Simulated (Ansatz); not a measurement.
# [InFH3]- (InH₃F−): geometry, orbitals and charge

What does [InFH3]- (InH₃F−) look like as a singlet, and where do its frontier electrons sit?

Program: Ansatz 0.2.0, Gaussian basis. Level of theory: RKS PBE0-D4/def2-TZVPD. These are calculated values, not measurements.

The runs, in order: relaxation at B3LYP-D4/def2-TZVPD; a single point at PBE0-D4/def2-TZVPD.

2 further runs of the same task are left out: 2 set aside as unsound or not needed. Runs told in other sessions of the task aren't counted.

**1. Starting geometry**

5 atoms, charge -1, spin multiplicity 1.

Atoms are counted from 1 here; the program's logs count them from 0.

Bond lengths: In1–F2 2.018 Å, In1–H3 1.705 Å, In1–H4 1.704 Å, In1–H5 1.706 Å. Angles: F2–In1–H3 105.4°, F2–In1–H4 105.3°, F2–In1–H5 105.1°, H3–In1–H4 113.6°, H3–In1–H5 113.4°, H4–In1–H5 113.0°.

As a file:

| atom | x (Å) | y (Å) | z (Å) |
| --- | --- | --- | --- |
| In1 | 0.00173 | 0.00313 | -0.13436 |
| F2 | 0.00954 | -0.01926 | 1.88354 |
| H3 | 1.64385 | 0.00967 | -0.59319 |
| H4 | -0.83224 | 1.42535 | -0.56497 |
| H5 | -0.82288 | -1.41888 | -0.59101 |

In takes a core potential in the def2 sets. No spin-orbit coupling is included. The ion is computed in the gas phase, without counter-ions or solvent.

The start is a GFN2-xTB geometry.

**2. Relaxation at B3LYP-D4/def2-TZVPD**

in.yaml reads:

```yaml
crystal:
  periodic: [false, false, false]
  atoms:
    - {symbol: In, position_ang: [0.001730, 0.003130, -0.134360]}
    - {symbol: F, position_ang: [0.009540, -0.019260, 1.883540]}
    - {symbol: H, position_ang: [1.643850, 0.009670, -0.593190]}
    - {symbol: H, position_ang: [-0.832240, 1.425350, -0.564970]}
    - {symbol: H, position_ang: [-0.822880, -1.418880, -0.591010]}
basis:
  gaussian: {orbitals: def2-TZVPD}
total_charge: -1
hamiltonian: {xc: {name: B3LYP}, dispersion: d4}
scf: {lower_state_search: "off"}
output: {orbitals: {seedname: orbitals}}
relax: {f_tol: 0.02, max_steps: 100}
```

On the command line:

```bash
> ansatz run in.yaml --threads 4 --pin off --events-out ev --progress --plain --max-ram 3916MiB
```

Further steps of the session: Single point, PBE0-D4/def2-TZVPD.

**Question.** What will the summary of the whole plan be? Wanted: point group; F–In bond; HOMO, LUMO at PBE0-D4/def2-TZVPD.

**Answer**, as computed:

| quantity | value |
| --- | --- |
| point group | C3v |
| F–In bond | 2.070 Å |
| HOMO, LUMO at PBE0-D4/def2-TZVPD | -2.62, 3.63 eV |

What this shows: The molecule keeps its bonding pattern by the stored test; the atoms moved 0.06 Å (rms). No usable vibrations, so a minimum isn't proven. The HOMO lies nearest to H5 50 %; H4 26 % and the LUMO to H3, H4, H5 about 29 % each; F2 8 %.
